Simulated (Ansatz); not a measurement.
# C₂H₁₀B₂Si: how energies converge with the basis set

The task here is to estimate one member of a computed series from the others.

Method: one geometry, several basis sets; program: Ansatz 0.2.0, Gaussian basis.

The runs, in order: PBE0-D4/def2-SVP; ωB97M-V/def2-SVP; PBE0-D4/def2-QZVPP; ωB97M-V/def2-QZVPP; the functionals' def2-TZVPP values are taken from earlier runs.

**The relaxed structure**

All runs share one geometry, relaxed beforehand with PBE0-D4 in a triple-zeta def2 set.

15 atoms, charge 0, spin multiplicity 1.

Atoms are counted from 1 here; the program's logs count them from 0.

Bond lengths: B1–B2 1.537 Å, B1–Si4 2.122 Å, B1–H6 1.205 Å, B1–H7 1.204 Å, B2–C3 1.521 Å, C3–H8 1.095 Å, C3–H9 1.092 Å, C3–H10 1.097 Å, Si4–C5 1.876 Å, Si4–H11 1.496 Å, Si4–H12 1.495 Å, C5–H13 1.091 Å, C5–H14 1.093 Å, C5–H15 1.091 Å. Angles: B2–B1–Si4 81.7°, B2–B1–H6 118.4°, B2–B1–H7 120.0°, Si4–B1–H6 100.9°, Si4–B1–H7 101.1°, H6–B1–H7 119.6°, B1–B2–C3 172.1°, B2–C3–H8 111.4°, B2–C3–H9 112.5°, B2–C3–H10 108.4°, H8–C3–H9 109.2°, H8–C3–H10 107.0°, H9–C3–H10 108.2°, B1–Si4–C5 103.9°, B1–Si4–H11 114.9°, B1–Si4–H12 114.0°, C5–Si4–H11 108.9°, C5–Si4–H12 109.3° and more.

The first run:

Contents of in.yaml:

```yaml
crystal:
  periodic: [false, false, false]
  atoms:
    - {symbol: B, position_ang: [-0.102687, 1.304463, 0.633557]}
    - {symbol: B, position_ang: [0.615600, 0.228734, 1.463692]}
    - {symbol: C, position_ang: [1.313365, -0.956931, 2.113070]}
    - {symbol: Si, position_ang: [-0.307376, -0.316844, -0.720207]}
    - {symbol: C, position_ang: [-1.173811, 0.439029, -2.202204]}
    - {symbol: H, position_ang: [0.565560, 2.064883, -0.020704]}
    - {symbol: H, position_ang: [-1.256476, 1.566629, 0.856746]}
    - {symbol: H, position_ang: [0.720653, -1.872376, 2.015909]}
    - {symbol: H, position_ang: [1.536910, -0.783595, 3.168203]}
    - {symbol: H, position_ang: [2.260018, -1.131430, 1.586858]}
    - {symbol: H, position_ang: [0.981517, -0.928013, -1.170972]}
    - {symbol: H, position_ang: [-1.128519, -1.449763, -0.192898]}
    - {symbol: H, position_ang: [-0.567231, 1.241558, -2.625600]}
    - {symbol: H, position_ang: [-1.344014, -0.317332, -2.972332]}
    - {symbol: H, position_ang: [-2.135410, 0.860187, -1.903718]}
basis:
  gaussian: {orbitals: def2-SVP}
hamiltonian: {xc: pbe0, dispersion: d4}
output: {orbitals: {seedname: orbitals}}
```

Among the steps run: PBE0-D4 in def2-SVP; ωB97M-V in def2-SVP; PBE0-D4 in def2-QZVPP; ωB97M-V in def2-QZVPP.

One of the session's tables, all rows but one given; the rest of the session is left out.

It belongs to the step «Density functionals: the series». 

```
functional       basis  HOMO (eV)
   PBE0-D4    def2-SVP      -6.92
   PBE0-D4  def2-TZVPP      -6.95
   PBE0-D4  def2-QZVPP      -6.95
   ωB97M-V    def2-SVP          ?
   ωB97M-V  def2-TZVPP      -8.99
   ωB97M-V  def2-QZVPP      -8.99
```

Q: Estimate the row for ωB97M-V, def2-SVP from the others.

The run gave: HOMO (eV): -8.93. In the column «HOMO (eV)» it lies between ωB97M-V, def2-QZVPP (-8.99) and PBE0-D4, def2-TZVPP (-6.95).
